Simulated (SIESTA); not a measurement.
Crystal: TiCrP2.

```xyz
4
Lattice="3.4532 0.0000 0.0000 -1.7266 2.9906 0.0000 0.0000 0.0000 5.7477" Properties=species:S:1:pos:R:3 pbc="T T T"
Cr    0.0000    0.0000    2.8738
Ti    0.0000    0.0000    0.0000
P     1.7266    0.9969    4.2180
P     0.0000    1.9937    1.5297
```

The cell comes from a database or a generator and needn't be the stable form of this composition.

- Program: SIESTA 5.4.2
- Task: single point
- Functional: PBEsol
- Potentials or basis: PseudoDojo 0.4 standard (PBEsol files)
- Basis: DZP (energy shift 0.003 Ry; two zetas on semicore shells)
- Grid cutoff: 800 Ry
- Energy shift: 0.003 Ry
- k mesh: 9 × 9 × 5
- Occupations: fermi-dirac, width 0.05 eV
- Spin: collinear spin, ferromagnetic start
- Starting moments: [3.0, 1.0, 0.0, 0.0] μB

On this cell: pressure -3.4 GPa; largest force 0.058 eV/Å; net moment 2.47 μB per cell; site moments Cr +2.53; Ti +0.15; P -0.11 μB; band gap on the k mesh none (metal or under the smearing width).

The same run follows on a disturbed copy (atoms moved at random, drawn with an rms of 0.05 Å):

```
Cr Ti P
1.0
     3.45323    0.00000    0.00000
    -1.72662    2.99059    0.00000
     0.00000    0.00000    5.74769
Cr Ti P
1 1 2
Direct
  0.99713 0.99173 0.50323
  0.00123 0.00123 0.00104
  0.65189 0.32330 0.74523
  0.33623 0.67238 0.26406
```

Q: What does the disturbed cell give?

A: The energy (extrapolated to zero smearing) moves by +10.1 meV/atom; pressure -2.9 GPa; largest force 0.798 eV/Å; net moment 2.50 μB per cell; site moments Cr +2.60; Ti +0.12; P -0.11, -0.12 μB; band gap on the k mesh none (metal or under the smearing width).

Forces on the atoms (eV/Å):
```
Cr  -0.154  0.138 -0.056
Ti  -0.187 -0.123  0.260
P    0.354  0.237 -0.675
P   -0.013 -0.253  0.469
```

Stress tensor (GPa, compression positive):
```
-2.70  0.61 -0.17
 0.61 -4.40 -0.13
-0.17 -0.13 -1.48
```

Caveats: the basis of atomic orbitals isn't converged, which shifts pressures, moduli and gaps; a cell with one magnetic atom can't hold antiferromagnetic order, which such compounds often take.
